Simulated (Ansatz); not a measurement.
# C₇H₁₈FN₂Ta: basis-set convergence

An exercise on one series of results from a longer session: the logs are not shown, and one member is left open.

Method: one geometry, several basis sets; program: Ansatz 0.2.0, Gaussian basis.

The runs, in order: PBE0-D4/def2-SVP; ωB97M-V/def2-SVP; PBE0-D4/def2-QZVPP; ωB97M-V/def2-QZVPP; the functionals' def2-TZVPP values are taken from earlier runs.

### The relaxed structure

The geometry comes from an earlier relaxation with PBE0-D4 in a triple-zeta def2 set; it is a stationary point, not always the lowest conformer. Ta takes the def2 core potential; no spin-orbit term is included.

SMILES `C[N](C)[Ta]([CH3])([F])=[N]C(C)(C)C`, 29 atoms, charge 0, spin multiplicity 1.

Atoms are counted from 1 here; the program's logs count them from 0.

Bond lengths: C1–N2 1.445 Å, C1–H12 1.089 Å, C1–H13 1.098 Å, C1–H14 1.099 Å, N2–C3 1.454 Å, N2–Ta4 1.976 Å, C3–H15 1.097 Å, C3–H16 1.097 Å, C3–H17 1.097 Å, Ta4–C5 2.174 Å, Ta4–F6 1.908 Å, Ta4–N7 1.769 Å, C5–H18 1.096 Å, C5–H19 1.097 Å, C5–H20 1.093 Å, N7–C8 1.433 Å, C8–C9 1.528 Å, C8–C10 1.529 Å and more. Angles: N2–C1–H12 110.0°, N2–C1–H13 110.9°, N2–C1–H14 111.1°, H12–C1–H13 108.6°, H12–C1–H14 108.7°, H13–C1–H14 107.5°, C1–N2–C3 111.9°, C1–N2–Ta4 131.3°, C3–N2–Ta4 116.8°, N2–C3–H15 111.2°, N2–C3–H16 111.4°, N2–C3–H17 111.3°, H15–C3–H16 108.2°, H15–C3–H17 107.3°, H16–C3–H17 107.3°, N2–Ta4–C5 105.8°, N2–Ta4–F6 115.1°, N2–Ta4–N7 105.6° and more.

The first run:

in.yaml

```yaml
crystal:
  periodic: [false, false, false]
  atoms:
    - {symbol: C, position_ang: [-1.023294, -0.877171, -2.392137]}
    - {symbol: N, position_ang: [-0.934089, 0.520064, -2.032901]}
    - {symbol: C, position_ang: [-1.482161, 1.381783, -3.068010]}
    - {symbol: Ta, position_ang: [-0.168353, 1.412989, -0.445461]}
    - {symbol: C, position_ang: [-1.865871, 2.148706, 0.696480]}
    - {symbol: F, position_ang: [1.017142, 2.859865, -0.822360]}
    - {symbol: N, position_ang: [0.504731, 0.116535, 0.552000]}
    - {symbol: C, position_ang: [1.166343, -0.834245, 1.396126]}
    - {symbol: C, position_ang: [1.782599, -0.104731, 2.589384]}
    - {symbol: C, position_ang: [0.143515, -1.858675, 1.886828]}
    - {symbol: C, position_ang: [2.262652, -1.535750, 0.594690]}
    - {symbol: H, position_ang: [-0.596413, -1.493251, -1.602762]}
    - {symbol: H, position_ang: [-2.069125, -1.176618, -2.542125]}
    - {symbol: H, position_ang: [-0.484489, -1.080032, -3.327683]}
    - {symbol: H, position_ang: [-2.548213, 1.178471, -3.229563]}
    - {symbol: H, position_ang: [-0.957690, 1.244006, -4.022039]}
    - {symbol: H, position_ang: [-1.390228, 2.440603, -2.795613]}
    - {symbol: H, position_ang: [-1.526834, 2.611185, 1.630479]}
    - {symbol: H, position_ang: [-2.422133, 2.906144, 0.129671]}
    - {symbol: H, position_ang: [-2.560247, 1.347489, 0.962052]}
    - {symbol: H, position_ang: [2.291294, -0.808546, 3.253664]}
    - {symbol: H, position_ang: [2.508411, 0.636381, 2.247985]}
    - {symbol: H, position_ang: [1.007163, 0.410623, 3.160210]}
    - {symbol: H, position_ang: [-0.652736, -1.361381, 2.444357]}
    - {symbol: H, position_ang: [0.616092, -2.598217, 2.538898]}
    - {symbol: H, position_ang: [-0.307973, -2.382391, 1.041236]}
    - {symbol: H, position_ang: [2.994192, -0.809321, 0.234729]}
    - {symbol: H, position_ang: [2.780988, -2.274383, 1.211966]}
    - {symbol: H, position_ang: [1.834926, -2.048332, -0.269903]}
basis:
  gaussian: {orbitals: def2-SVP}
hamiltonian: {xc: pbe0, dispersion: d4}
output: {orbitals: {seedname: orbitals}}
```

Among the steps run: PBE0-D4 in def2-SVP; ωB97M-V in def2-SVP; PBE0-D4 in def2-QZVPP; ωB97M-V in def2-QZVPP.

One table of the session follows, with a row left open; its other results are not shown here.

It belongs to the step «Density functionals: the series». 

| functional | basis | HOMO (eV) | LUMO (eV) |
| --- | --- | --- | --- |
| PBE0-D4 | def2-SVP | -6.70 | -0.33 |
| PBE0-D4 | def2-TZVPP | -6.77 | -0.38 |
| PBE0-D4 | def2-QZVPP | ? | ? |
| ωB97M-V | def2-SVP | -8.99 | 1.67 |
| ωB97M-V | def2-TZVPP | -9.07 | 1.40 |
| ωB97M-V | def2-QZVPP | -9.08 | 0.90 |

Estimate the missing values for PBE0-D4, def2-QZVPP.

**Answer.** HOMO (eV): -6.78; LUMO (eV): -0.41. In the column «HOMO (eV)» it lies between ωB97M-V, def2-SVP (-8.99) and PBE0-D4, def2-TZVPP (-6.77).
